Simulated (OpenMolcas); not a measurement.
# Ag⁵⁺ among point charges: CASSCF and CASPT2 levels and susceptibility

Aim: the splitting of the states of Ag⁵⁺ in the field of 6 point charges, its lowest levels with spin-orbit coupling and its magnetic susceptibility.

Method: state-averaged CASSCF and CASPT2, spin-orbit coupling by RASSI with atomic mean-field integrals. Code: OpenMolcas 26.06.

**1. The atom as given**

| Item | Value |
| --- | --- |
| Species | Ag⁵⁺ (silver, Z = 47, 42 electrons) |
| Basis | ANO-RCC-VDZP [6s5p3d1f], 43 functions |
| Scalar Hamiltonian | DKH2, point nucleus |
| Inactive shells | 1s 2s 2p 3s 3p 3d 4s 4p |
| Active space | 6 electrons in 5 orbitals (4d) |
| Some configurations of this space | 4d⁶ |
| Orbitals | optimised for each spin and parity, averaged over all roots |

The outer shells:

4d6
```
4d [↑↓][↑ ][↑ ][↑ ][↑ ]
```

The ion sits among 6 point charges of -1.7 e arranged as an octahedron (Oh), 2.25 Å from the ion.

Each step is its own input file, run in one work folder so that later steps find the files of earlier ones. Labels, J, g values, rates, χT and fits are worked out afterwards by a script from the matrices that RASSI stores. The input lists half of the charges; inversion (Group=XYZ) makes the rest.

**2. One- and two-electron integrals**

Input file a.inp:

```
&GATEWAY
Coord
1

Ag 0.0 0.0 0.0
Basis=ANO-RCC-VDZP
Group=XYZ
NoMove
AngMom=0.0 0.0 0.0
AMFI
XField
3 Angstrom 0
2.250000 0.000000 0.000000 -1.700000
0.000000 2.250000 0.000000 -1.700000
0.000000 0.000000 2.250000 -1.700000
&SEWARD
```

Started as:

```
$ OMP_NUM_THREADS=1 MOLCAS_MEM=1689 MOLCAS_PROJECT=a pymolcas a.inp > a.log
```

**3. CASSCF: quintets of even parity, 5 roots**

Input file a.inp:

```
&RASSCF
FileOrb=start.orb
Symmetry=1
Spin=5
nActEl=6 0 0
Inactive=9 9
Ras2=5 0
CIRoot=5 5 1
SDav=5
CIMx=300
Iter=120 100
PrWF=0.3
OrbListing=Nothing
MaxOrb=0
>>> COPY $Project.JobIph JOB001
```

start.orb holds the contracted functions of the basis, ordered by shell, or the orbitals of the step before.

**4. CASSCF: triplets of even parity, 45 roots**

Input file a.inp:

```
&RASSCF
FileOrb=start.orb
Symmetry=1
Spin=3
nActEl=6 0 0
Inactive=9 9
Ras2=5 0
CIRoot=45 45 1
SDav=45
CIMx=300
Iter=120 100
PrWF=0.3
OrbListing=Nothing
MaxOrb=0
>>> COPY $Project.JobIph JOB002
```

**5. Reference wave functions, singlets of even parity, 50 roots**

Input file a.inp:

```
&RASSCF
FileOrb=start.orb
Symmetry=1
Spin=1
nActEl=6 0 0
Inactive=9 9
Ras2=5 0
CIRoot=50 50 1
SDav=50
CIMx=300
Iter=120 100
PrWF=0.3
OrbListing=Nothing
MaxOrb=0
>>> COPY $Project.JobIph JOB003
```

**6. State interaction with spin-orbit coupling**

Input file a.inp:

```
&RASSI
NrOfJobIphs=3 5 45 50
1 2 3 4 5
1 2 3 4 5 6 7 8 9 10 11 12 13 14 15 16 17 18 19 20 21 22 23 24 25 26 27
28 29 30 31 32 33 34 35 36 37 38 39 40 41 42 43 44 45
1 2 3 4 5 6 7 8 9 10 11 12 13 14 15 16 17 18 19 20 21 22 23 24 25 26 27
28 29 30 31 32 33 34 35 36 37 38 39 40 41 42 43 44 45 46 47 48 49 50
IphNames
JOB001
JOB002
JOB003
EJob
SpinOrbit
DIPRint=1.0
SOCoupling=1000.0
Subsets=2
Property=9
'ANGMOM' 1 'ANGMOM' 2 'ANGMOM' 3 'MLTPL  1' 1 'MLTPL  1' 2 'MLTPL  1' 3
'AMFI' 1 'AMFI' 2 'AMFI' 3
SOProperty=3
'ANGMOM' 1 'ANGMOM' 2 'ANGMOM' 3
```

**7. CASPT2: IPEA 0.25, imaginary shift 0.1 (closed shells correlated: 4s 4p)**

Input file a.inp:

```
>>> COPY JOB001 $Project.JobIph
&CASPT2
Multistate=5 1 2 3 4 5
NoMult
Frozen=8 6
IPEA=0.25
Imaginary=0.1
MaxIter=60
WThr=0.0 0.3 0.05
PrWF=0.5
NoMix
>>> COPY JOB002 $Project.JobIph
&CASPT2
Multistate=45 1 2 3 4 5 6 7 8 9 10 11 12 13 14 15 16 17 18 19 20 21 22
23 24 25 26 27 28 29 30 31 32 33 34 35 36 37 38 39 40 41 42 43 44 45
NoMult
Frozen=8 6
IPEA=0.25
Imaginary=0.1
MaxIter=60
WThr=0.0 0.3 0.05
PrWF=0.5
NoMix
>>> COPY JOB003 $Project.JobIph
&CASPT2
Multistate=50 1 2 3 4 5 6 7 8 9 10 11 12 13 14 15 16 17 18 19 20 21 22
23 24 25 26 27 28 29 30 31 32 33 34 35 36 37 38 39 40 41 42 43 44 45 46
47 48 49 50
NoMult
Frozen=8 6
IPEA=0.25
Imaginary=0.1
MaxIter=60
WThr=0.0 0.3 0.05
PrWF=0.5
NoMix
```

(Steps that only read results are left out.)

Before running it: what results should come out? Wanted: spin-free ground state; first state of the same spin within the active space; lowest level; next level.

**Answer**, as computed:

| quantity | value |
| --- | --- |
| method | SS-CASPT2, IPEA 0.25, imaginary shift 0.1 (closed shells correlated: 4s 4p) |
| spin-free ground state | 5T2, 3-fold in its orbital part |
| first state of the same spin within the active space | 5E at 2470 cm⁻¹ |
| lowest level | 3-fold T2 |
| next level | 394.2 cm⁻¹ |
| χT at 300 K | 4.94 cm³ K/mol |
| effective moment at 300 K | 6.29 μB |

Cost by method:

```csv
method,time of its own steps,time with the reference
A. CASSCF,25 s,25 s
"B. SS-CASPT2, IPEA 0.25, imaginary shift 0.1, +4s 4p",6.4 s,32 s
```

Times are of one thread on a shared host.

What this shows: The spin-free ground state (5T2) comes to 100 % from free-ion D terms and keeps the highest spin of the shell. χT at 300 K is 4.94, against 3.01 cm³ K/mol for the spin alone, so orbital moment adds to it. An active space of the d shell alone favours high spin; real ions in strong fields can be low spin. CASPT2 does not keep the components of a term degenerate, and the means are used. The field of point charges can differ much from that of real complexes. With metal d orbitals alone active, the gaps between spin states are rough; where two lie within a few thousand cm-1, their order is open. Point charges carry no covalency, so the field is a model and not that of real ligands.
